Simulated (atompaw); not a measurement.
# Pseudopotential generation for Lu: PAW (atompaw), PBEsol

Do these settings give a usable potential? It is generated, then checked for scattering, ghosts and hardness.

Method: atompaw 4.2.0.5, PBEsol, scalar-relativistic.

**1. Settings**

The settings as typed:

| Property | Result |
| --- | --- |
| element | lutetium (Lu, Z = 71) |
| type | PAW |
| frozen core | [Xe] |
| valence charge | 17 |
| reference configuration | 4f14 5d2 6s1 6p0 |
| partial waves | 6s (bound): rc 3.00 bohr; 6s channel at 2.3 Ry: rc 3.00 bohr; 6p (bound, empty): rc 3.00 bohr; 6p channel at 0.75 Ry: rc 3.00 bohr; 5d (bound): rc 3.00 bohr; 5d channel at 4.7 Ry: rc 3.00 bohr; 4f (bound): rc 1.30 bohr; 4f channel at 0.85 Ry: rc 1.30 bohr |
| local potential | ultrasoft scheme with l = 4 at 1 Ry, radius 2.90 bohr |
| core correction | smooth core density matched at 2.05 bohr |
| augmentation charge | besselshape compensation charge, radius 2.65 bohr; PAW radius 3.00 bohr; waves and projectors: custom rrkj vanderbiltortho |

The outer shells as boxes (Hund's rule for the drawing; the calculation is spin-unpolarised):

```
[Xe] core
4f [↑↓][↑↓][↑↓][↑↓][↑↓][↑↓][↑↓]
5d [↑ ][↑ ][  ][  ][  ]
6s [↑ ]
6p [  ][  ][  ]
```

The nodes and maxima of the atom's own shells, from an earlier all-electron run, set the scale for the radii.

All-electron outer shells of the reference configuration (PBEsol, scalar-relativistic, ld1.x):

| shell | level (eV) | outermost node (bohr) | outermost maximum (bohr) |
| --- | --- | --- | --- |
| 5s | -60.07 | 0.57 | 1.04 |
| 5p | -30.75 | 0.61 | 1.19 |
| 4f | -8.69 | – | 0.47 |
| 6s | -4.44 | 1.42 | 3.12 |
| 5d | -1.35 | 0.68 | 1.89 |
| 6p | -1.29 | 1.74 | 4.43 |

**2. The generation run**

File Lu.input:

```
Lu 71
GGA-PBESOL scalarrelativistic loggrid 2001 logderivrange -3 5 201
6 6 5 4 0 0
6 0 1
6 1 0
5 2 2
0 0 0
c
c
c
c
c
v
c
c
c
c
v
c
c
v
v
3
3.00 2.65 2.90 2.05
y
2.3
n
y
0.75
n
y
4.7
n
y
0.85
n
custom rrkj vanderbiltortho besselshape
4 1 ultrasoft
3.00
3.00
3.00
3.00
3.00
3.00
1.30
1.30
PWSCFOUT
UPFDX 0.0125d0 UPFXMIN -7.d0 UPFZMESH 71.d0
END
```

Command:

```console
atompaw < Lu.input > Lu.log
```

**Question.** What will these runs give? Wanted: cutoffs for 10 and 1 mRy, occupied levels; bound ghosts; largest phase difference near zero energy, channels read; lowest eigenvalue of the overlap; share of valence orbitals outside the PAW sphere; UPF file.

As calculated:

| quantity | value |
| --- | --- |
| cutoffs for 10 and 1 mRy, occupied levels | 120 Ry and 180 Ry |
| bound ghosts | p at -11.07 eV |
| largest phase difference near zero energy, channels read | 2.935 rad |
| lowest eigenvalue of the overlap (Bessel basis) | 0.498 (f) |
| share of valence orbitals outside the PAW sphere | 6s 67 %, 6p 92 %, 5d 43 %, 4f 0 % |
| UPF file | written |

A bound ghost (p) makes it unfit for use: electrons can fall into a state that the atom doesn't have. The potential is hard: the looser tolerance needs 120 Ry. The slowest occupied level is 4f: taken alone it needs 110 Ry to come within 1 mRy, against 10 Ry for 5d. Of the channels read, p scatters worst near zero energy, by up to 2.94 rad. A step near π is an extra or missing state, not a misfit of shape. The pseudo curves have a pole with no partner nearby in the atom's: p at -0.82 Ry.
